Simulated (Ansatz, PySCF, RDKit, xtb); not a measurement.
# Which structure has the formula SnSiH4F−?

Given the formula SnSiH4F− (charge -1) and nothing else, which arrangement of the atoms is the most stable in the gas at 298.15 K, and what are its properties?

The funnel: GFN2-xTB relaxations, single points with a density functional, relaxations at BLYP-D3(BJ)/def2-SVPD, harmonic vibrations, and a last energy at a higher level. All values are calculated.

6 further runs of the same task are left out: 6 set aside as unsound or not needed.

### Step 1. Possible bonding patterns

A program enumerates the bonding patterns with one Lewis structure each (two rings at most, one unusual centre or charged pair), with their diastereomers. O–O, O–halogen and N–halogen bonds and N–N–N chains are not drawn. That gives 4 candidates.

```csv
label,SMILES,spin
c052,[F][SnH-][SiH3],singlet
c316,F[SiH2][SnH2-],singlet
c961,[F][SnH2][SiH2-],singlet
c997,F[SiH-][SnH3],singlet
```

Candidates are built by distance geometry, with a force field where one applies, in up to four conformers (letters a to d). 10 starts with atoms placed at random are added, to find patterns that the rules miss.

**Question.** With final energies at CCSD(T)/def2-SVPD + MP2/def2-TZVPPD - MP2/def2-SVPD, which structure will this search put lowest in free energy, and by what margin?

| quantity | value |
| --- | --- |
| lowest structure found | F[SiH2][SnH2-], singlet, Cs |
| next finalist | [F][SnH-][SiH3], singlet, 8.5 kcal/mol higher in G |
| share at equilibrium, among the finalists | 100.0 % |
| harmonic wavenumbers, lowest and highest (BLYP-D3(BJ)/def2-SVPD) | 114 and 1999 cm⁻¹ |
| rotational constants, same geometry | 0.5474, 0.04704, 0.04477 cm⁻¹ |
| HOMO energy (PBE0/def2-TZVPD) | -1.31 eV |
| LUMO energy (PBE0/def2-TZVPD) | 3.47 eV |
| HOMO–LUMO gap (to an unbound level, set by the basis) (PBE0/def2-TZVPD) | 4.78 eV |
| lowest excitation (TD-PBE0/def2-SVPD) | 4.14 eV (f = 0.189) |
| lowest triplet excitation, same level, Tamm-Dancoff | 3.22 eV |
| vertical detachment energy | 3.06 eV |
| vertical triplet less singlet | +3.13 eV |

`F[SiH2][SnH2-]` comes out lowest. The margin of 8.5 kcal/mol over the next finalist is beyond the usual error of the last level; it says nothing of structures that weren't ranked. r2SCAN-D4/def2-SVPD, BLYP-D3(BJ)/def2-SVPD, HF/def2-SVPD and MP2/def2-SVPD already put its bonding pattern lowest among the structures in one piece. Spin-orbit coupling, which matters for elements this heavy, is left out. In an anion, excitations above the detachment energy lie in the continuum and hang on the basis, so they needn't be bound states. Lowest found is not proven lowest: the search is finite, and each finalist counts with one conformer. Patterns outside the rules of the enumeration were met only by chance.
